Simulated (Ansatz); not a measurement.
Predict the output of the script below (Ansatz 0.2.0 through its Python package).

`cas_geh4ssi.py`:
```python
"""Static correlation in GeH4SSi: natural occupations of an active space."""

import warnings

import ansatz as az

GEOMETRY = """
Si   -0.94980   -0.29300   -0.53170
S    -0.23600    1.72730   -0.28980
Ge    0.95750    0.04810    0.54410
H    -0.77450   -0.74730   -1.91820
H    -2.12830   -0.55960    0.32660
H     0.90530   -0.00620    2.10290
H     2.28710   -0.23720   -0.27960
"""


def main() -> None:
    warnings.simplefilter("ignore", az.DeckWarning)

    mol = az.Crystal.molecule()
    for line in GEOMETRY.strip().splitlines():
        symbol, *xyz = line.split()
        mol = mol.atom(symbol, [float(v) for v in xyz])

    job = mol.calculation().basis(gaussian="def2-SVP").correlation(active_electrons=4, active_orbitals=4)
    for method in ["sc_nevpt2"]:
        rep = (job if method is None else job.correlation(method)).run().report
        space = rep["configurations"]
        state = space["states"][0]
        print(method or "casscf", f"total {rep['free_energy_ev'] / 27.211386246:.6f} Ha, active-space state {state['energy']['hartree']:.6f} Ha, mean field {rep['reference_energy_ev'] / 27.211386246:.6f} Ha")
        print("  determinants", state["n_determinants"], " natural occupations", [round(n, 3) for n in space["natural_occupations"]])


if __name__ == "__main__":
    main()
```

Output of `python cas_geh4ssi.py`:
```text
sc_nevpt2 total -2764.129434 Ha, active-space state -2763.706983 Ha, mean field -2763.678776 Ha
  determinants 36  natural occupations [1.983, 1.973, 0.026, 0.017]
```

What to keep in mind:
- Total energies depend on the basis set; only differences at equal settings carry meaning.
- The geometry is a force-field or estimated start, not a minimum of this method, and the basis set is short of its limit. The active space starts as a window about the frontier orbitals and is then optimised, not chosen by chemistry.
- Run time: 16 s on 1 thread of Arm Neoverse V1 (shared host), peak memory 0.3 GiB.
